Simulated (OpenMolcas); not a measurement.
**SiH2Br2 (dibromosilane): levels of theory compared**

Wanted: a comparison of 6 runs (B3LYP/6-31G*, B2PLYP/def2-SVP, BLYP/def2-SVP, M06-2X/def2-SVP, PBE0/def2-SVP, revPBE/def2-SVP) of SiH2Br2 (dibromosilane). 

The results are computed with OpenMolcas 26.06.

1 further run of the same task is left out (set aside as unsound or not needed).

## (1) The structure to begin with

The species is SiH2Br2 (5 atoms), meant as a singlet with charge 0. As SMILES, `Br[SiH2]Br`. The coordinates come from a PBE0-D4/def2-TZVP relaxation.

Bond lengths: Br1–Si2 2.207 Å, Si2–Br3 2.207 Å, Si2–H4 1.476 Å, Si2–H5 1.476 Å. Angles: Br1–Si2–Br3 110.8°, Br1–Si2–H4 108.4°, Br1–Si2–H5 108.4°, Br3–Si2–H4 108.4°, Br3–Si2–H5 108.4°, H4–Si2–H5 112.5°.

## (2) Energy and forces at B3LYP/6-31G(d) (spherical functions) (run 1)

Input file geom.xyz:

```xyz
5

Br    -1.672690    -1.239290     0.362310
Si     0.158230    -0.046290     0.054680
Br    -0.295570     1.814160    -1.042010
H      1.103430    -0.843230    -0.751710
H      0.706590     0.314640     1.376730
```

Input file test.input:

```
&GATEWAY
 BasLib
 $CurrDir
 Coord
 geom.xyz
 Basis
 6-31Gs
 Group
 NoSym

&SEWARD
 GridInput
 Grid=UltraFine
 End of Grid

&SCF
 KSDFT
 B3LYP
 Thresholds
 1e-10 1e-07 1e-07 1e-05
 PrOrbitals
 1 2

&ALASKA
```

The basis set 6-31G* is read from a file made from the Basis Set Exchange's data (not shown).

Launch:

```
$ export MOLCAS_MEM=1860
$ pymolcas test.input > test.log
```

Standard output:

```text
--- Start Module: gateway ---
[...]
--- Stop Module: gateway /rc=_RC_ALL_IS_WELL_ ---
[...]
      Basis functions           86
[...]
--- Start Module: scf ---
[...]
       Convergence after  12 Iterations
[...]
::    Total KS-DFT energy                           -5438.5276811190
[...]
      Total spin, S                                     0.0000000000
[...]
      Total electronic charge=   86.000000
      Total            charge=   -0.000000
[...]
      Dipole Moment (debye):
      Origin of the operator (angstrom)=   -0.7937    0.2318   -0.2741
                   X=  1.2714E+00               Y= -3.7183E-01               Z=  4.3932E-01           Total=  1.3956E+00
      Quadrupole Moment (debye*angstrom):
[...]
--- Stop Module: scf /rc=_RC_ALL_IS_WELL_ ---
[...]
--- Start Module: alaska ---
[...]
 *              Molecular gradients               *
 **************************************************
  Irreducible representation: a
 ------------------------------------------------------------------------------------------
                              X                       Y                       Z
 ------------------------------------------------------------------------------------------
  BR1               6.84438560017497E-03    5.48947703813241E-03   -1.71001478530997E-03
  SI2              -6.20474201762633E-03    1.80920426410580E-03   -2.14192294183491E-03
  BR3               8.87557185778487E-04   -7.76305249807052E-03    4.38867655064357E-03
  H4               -8.07158630159677E-04    3.59228408287837E-04   -3.49627628462024E-05
  H5               -7.20042138259380E-04    1.05142787480084E-04   -5.01776060662706E-04
 ------------------------------------------------------------------------------------------
--- Stop Module: alaska /rc=_RC_ALL_IS_WELL_ ---
[...]
```

It took 24 s on 1 thread of Arm Neoverse V1, shared host; peak memory 0.59 GiB.

## (3) The energy at B2PLYP/def2-SVP (run 2)

Input file calc.inp:

```
* Br2H2Si Kohn-Sham DFT

&GATEWAY
 BasLib=$CurrDir
 Coord
 5
 angstrom
 Br      -1.672690      -1.239290       0.362310
 Si       0.158230      -0.046290       0.054680
 Br      -0.295570       1.814160      -1.042010
 H        1.103430      -0.843230      -0.751710
 H        0.706590       0.314640       1.376730
 Basis=def2-SVP
 Group=NoSym

&SEWARD
 GridInput
 Grid=UltraFine
 End of Grid

&SCF
 KSDFT=B2PLYP_SCF
 Thresholds=1e-10 1e-07 1e-07 1e-05
 PrOrbitals=1 2

&MBPT2
 Frozen=23
```

The basis set def2-SVP is read from a file made from the Basis Set Exchange's data (not shown).

Launch:

```
$ export MOLCAS_MEM=1860
$ pymolcas calc.inp > calc.log
```

Standard output:

```text
--- Start Module: gateway ---
[...]
--- Stop Module: gateway /rc=_RC_ALL_IS_WELL_ ---
[...]
      Basis functions           92
[...]
--- Start Module: scf ---
[...]
       Convergence after  13 Iterations
[...]
::    Total KS-DFT energy                           -5437.2675938234
[...]
      Total spin, S                                     0.0000000000
[...]
      Total electronic charge=   86.000000
      Total            charge=   -0.000000
[...]
      Dipole Moment (debye):
      Origin of the operator (angstrom)=   -0.7937    0.2318   -0.2741
                   X=  1.1639E+00               Y= -3.4042E-01               Z=  4.0218E-01           Total=  1.2776E+00
      Quadrupole Moment (debye*angstrom):
[...]
--- Stop Module: scf /rc=_RC_ALL_IS_WELL_ ---
[...]
--- Start Module: mbpt2 ---
[...]
 ###    WARNING: MP2 implementation intended for RHF references only         ###
 ###############################################################################
MBPT2 WARNING: Reference function according to RunFile:KS-DFT
I'll assume you know what you're doing and continue
WARNING!
Default frozen orbitals as non valence orbitals is overwritten by user input.
Default values:  30
[...]
       Reference weight ( Cref**2 )         =        0.80091
::    Total MBPT2 energy                            -5437.9305104341
[...]
      Total MBPT2 calculations                           0.38      0.45
--- Stop Module: mbpt2 /rc=_RC_ALL_IS_WELL_ ---
[...]
```

It took 16 s on 1 thread of Arm Neoverse V1, shared host; peak memory 0.51 GiB.

Run 3 isn't shown in full; the table further down has it.

## (4) Energy and gradient at M06-2X/def2-SVP (run 4)

geom.xyz is that of step 2.

Input file run.inp:

```
>>> EXPORT MOLCAS_PRINT=2

&GATEWAY
 BasLib=$CurrDir
 Coord=geom.xyz
 Basis=def2-SVP
 Group=NoSym

&SEWARD
 GridInput
 Grid=UltraFine
 End of Grid

&SCF
 KSDFT=M062X
 Thresholds=1e-10 1e-07 1e-07 1e-05
 PrOrbitals=1 1

&ALASKA
```

The basis set def2-SVP is read from a file made from the Basis Set Exchange's data (not shown).

Launch:

```
$ export MOLCAS_MEM=1860
$ pymolcas run.inp > run.log
```

Standard output:

```text
--- Start Module: gateway ---
[...]
--- Stop Module: gateway /rc=_RC_ALL_IS_WELL_ ---
[...]
      Basis functions           92
[...]
--- Start Module: scf ---
[...]
       Convergence after  13 Iterations
[...]
::    Total KS-DFT energy                           -5438.4403196059
[...]
      Total spin, S                                     0.0000000000
[...]
      Total electronic charge=   86.000000
      Total            charge=   -0.000000
[...]
      Dipole Moment (debye):
      Origin of the operator (angstrom)=   -0.7937    0.2318   -0.2741
                   X=  1.2259E+00               Y= -3.5848E-01               Z=  4.2356E-01           Total=  1.3456E+00
      Quadrupole Moment (debye*angstrom):
[...]
--- Stop Module: scf /rc=_RC_ALL_IS_WELL_ ---
[...]
--- Start Module: alaska ---
[...]
 *              Molecular gradients               *
 **************************************************
  Irreducible representation: a
 ------------------------------------------------------------------------------------------
                              X                       Y                       Z
 ------------------------------------------------------------------------------------------
  BR1               2.77914647982413E-03    1.61064804494515E-03   -3.57858467060268E-04
  SI2              -3.62186674593445E-03    1.05496966462226E-03   -1.25005925449351E-03
  BR3               8.60479252184021E-04   -2.68938832939369E-03    1.62356209229486E-03
  H4                1.32805845636241E-05   -5.27825847695951E-05   -1.26828563979497E-04
  H5               -3.10395705800381E-05    7.65532046866912E-05    1.11184193223757E-04
 ------------------------------------------------------------------------------------------
--- Stop Module: alaska /rc=_RC_ALL_IS_WELL_ ---
[...]
```

Run time: 26 s. Hardware: 1 thread of Arm Neoverse V1, shared host; peak memory 0.51 GiB.

Run 5 isn't shown in full; the table further down has it.

## (5) Energy and gradient at revPBE/def2-SVP (run 6)

Input file job.inp:

```
&GATEWAY
  BasLib=$CurrDir
  Coord
  5
  angstrom
  Br      -1.672690      -1.239290       0.362310
  Si       0.158230      -0.046290       0.054680
  Br      -0.295570       1.814160      -1.042010
  H        1.103430      -0.843230      -0.751710
  H        0.706590       0.314640       1.376730
  Basis=def2-SVP
  Group=NoSym

&SEWARD
  GridInput
  Grid=UltraFine
  End of Grid

&SCF
  KSDFT=revPBE
  Thresholds=1e-10 1e-07 1e-07 1e-05
  PrOrbitals=1 2

&ALASKA
```

The basis set def2-SVP is read from a file made from the Basis Set Exchange's data (not shown).

Launch:

```
$ export MOLCAS_MEM=1860
$ pymolcas job.inp > job.log
```

Standard output:

```text
--- Start Module: gateway ---
[...]
--- Stop Module: gateway /rc=_RC_ALL_IS_WELL_ ---
[...]
      Basis functions           92
[...]
--- Start Module: scf ---
[...]
       Convergence after  14 Iterations
[...]
::    Total KS-DFT energy                           -5437.8689369038
[...]
      Total spin, S                                     0.0000000000
[...]
      Total electronic charge=   86.000000
      Total            charge=   -0.000000
[...]
      Dipole Moment (debye):
      Origin of the operator (angstrom)=   -0.7937    0.2318   -0.2741
                   X=  9.4288E-01               Y= -2.7578E-01               Z=  3.2581E-01           Total=  1.0350E+00
      Quadrupole Moment (debye*angstrom):
[...]
--- Stop Module: scf /rc=_RC_ALL_IS_WELL_ ---
[...]
--- Start Module: alaska ---
[...]
 *              Molecular gradients               *
 **************************************************
  Irreducible representation: a
 ------------------------------------------------------------------------------------------
                              X                       Y                       Z
 ------------------------------------------------------------------------------------------
  BR1               8.95973251202520E-03    6.66597113720258E-03   -1.95559434913051E-03
  SI2              -1.60740636570722E-03    4.68365429048490E-04   -5.55299322986258E-04
  BR3               1.57218286368721E-03   -9.75711228974774E-03    5.60110531765901E-03
  H4               -5.44889688172834E-03    4.19025907500092E-03    3.74683125393549E-03
  H5               -3.47561212835013E-03   -1.56748335103596E-03   -6.83704289952036E-03
 ------------------------------------------------------------------------------------------
--- Stop Module: alaska /rc=_RC_ALL_IS_WELL_ ---
[...]
```

Run time: 22 s. Hardware: 1 thread of Arm Neoverse V1, shared host; peak memory 0.51 GiB.

## (6) Overview of the runs

```
run                               level      task  frozen core orbitals   energy (Eh)  dipole moment (D)  HOMO energy (eV)  LUMO energy (eV)  wall time
  1  B3LYP/6-31G* (spherical functions)  gradient                     –  -5438.527681               1.40             -8.32             -0.86       24 s
  2                     B2PLYP/def2-SVP    energy                    23  -5437.446581               1.28             -9.55              1.10       16 s
  3                       BLYP/def2-SVP  gradient                     –  -5438.408143               0.99             -6.96             -1.02       23 s
  4                     M06-2X/def2-SVP  gradient                     –  -5438.440320               1.35             -9.73              0.50       26 s
  5                       PBE0/def2-SVP  gradient                     –  -5437.657363               1.20             -8.53             -0.35       22 s
  6                     revPBE/def2-SVP  gradient                     –  -5437.868937               1.04             -7.17             -1.14       22 s
```

## (7) Summary of results

```
                       quantity           value
            run 6: total energy  -5437.86894 Eh
           run 6: dipole moment          1.04 D
             run 6: HOMO energy        -7.17 eV
             run 6: LUMO energy        -1.14 eV
           run 6: HOMO–LUMO gap         6.02 eV
run 6: largest force on an atom      0.584 eV/Å
```

The dipole moment (its size) runs from 0.99 D (BLYP/def2-SVP) to 1.40 D (B3LYP/6-31G*). The two ends differ in method and basis. The HOMO–LUMO gap runs from 5.94 eV (BLYP/def2-SVP) to 10.64 eV (B2PLYP/def2-SVP). A double hybrid's value is that of its SCF part. For B2PLYP the log adds the whole second-order term; the table takes 0.27 of it, as the functional is defined. Totals of different functionals can't be ranked against each other. All runs together took 2.2 min, the longest 26 s.
